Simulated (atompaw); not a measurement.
# Pseudopotential generation for thallium: PAW (atompaw), PBE

Do these settings give a usable potential? It is generated, then checked for scattering, ghosts and hardness.

The numbers are computed with atompaw 4.2.0.5 (PBE, scalar-relativistic, spin-unpolarised reference atom).

**1. Starting point**

Typed settings, in words:

* element: thallium (Tl, Z = 81)
* type: PAW
* frozen core: [Xe] 4f14 5d10
* valence charge: 3
* reference configuration: 6s2 6p1
* partial waves: 6s (bound): rc 2.80 bohr; 6s channel at 3.75 Ry: rc 2.80 bohr; 6p (bound): rc 2.80 bohr; 6p channel at 1.35 Ry: rc 2.80 bohr; 6d channel at 2.27 Ry: rc 2.80 bohr; 6d channel at 0.9 Ry: rc 2.80 bohr
* local potential: troulliermartins scheme with l = 3 at 1 Ry, radius 2.50 bohr
* core correction: smooth core density matched at 2.50 bohr
* augmentation charge: sinc compensation charge, radius 2.10 bohr; PAW radius 2.80 bohr; waves and projectors: custom rrkj gramschmidtortho

An earlier all-electron run gives the scale for the radii.

All-electron outer shells of the reference configuration (PBE, scalar-relativistic, ld1.x):

```json
{"shell": "5p", "level (eV)": "-76.10", "outermost node (bohr)": "0.50", "outermost maximum (bohr)": "0.91"}
{"shell": "5d", "level (eV)": "-15.49", "outermost node (bohr)": "0.53", "outermost maximum (bohr)": "1.11"}
{"shell": "6s", "level (eV)": "-9.55", "outermost node (bohr)": "1.04", "outermost maximum (bohr)": "2.08"}
{"shell": "6p", "level (eV)": "-2.37", "outermost node (bohr)": "1.23", "outermost maximum (bohr)": "2.91"}
```

**2. The generation run**

Input file Tl.input:

```
Tl 81
GGA-PBE scalarrelativistic loggrid 2001 logderivrange -3 5 201
6 6 5 4 0 0
6 1 1
0 0 0
c
c
c
c
c
v
c
c
c
c
v
c
c
c
c
2
2.80 2.10 2.50 2.50
y
3.75
n
y
1.35
n
y
2.27
y
0.9
n
custom rrkj gramschmidtortho sinc
3 1 troulliermartins
2.80
2.80
2.80
2.80
2.80
2.80
PWSCFOUT
UPFDX 0.0125d0 UPFXMIN -7.d0 UPFZMESH 81.d0
END
```

Launch:

```
$ atompaw < Tl.input > Tl.log
```

**Question.** What will these runs give? Wanted: cutoffs for 10 and 1 mRy, occupied levels; bound ghosts; largest phase difference near zero energy, channels read; lowest eigenvalue of the overlap; share of valence orbitals outside the PAW sphere; UPF file.

The runs gave:

| quantity | value |
| --- | --- |
| cutoffs for 10 and 1 mRy, occupied levels | 6 Ry or less and 6 Ry or less |
| bound ghosts | s at -131.56 eV, d at -7.08 eV |
| largest phase difference near zero energy, channels read | 2.877 rad |
| lowest eigenvalue of the overlap (Bessel basis) | 0.009 (s) |
| share of valence orbitals outside the PAW sphere | 6s 31 %, 6p 71 % |
| UPF file | written |

A bound ghost (s, d) makes it unfit for use: electrons can fall into a state that the atom doesn't have. Close by lies the frozen 5s level (-131.0 eV). The overlap operator is nearly singular (0.009). The potential is soft on the atom at that tolerance: the looser tolerance needs 6 Ry or less. Near zero energy the largest phase difference among the channels read is 2.88 rad, in the d channel. A step near π is an extra or missing state, not a misfit of shape. The pseudo curves have a pole with no partner nearby in the atom's: d at -0.45 Ry.
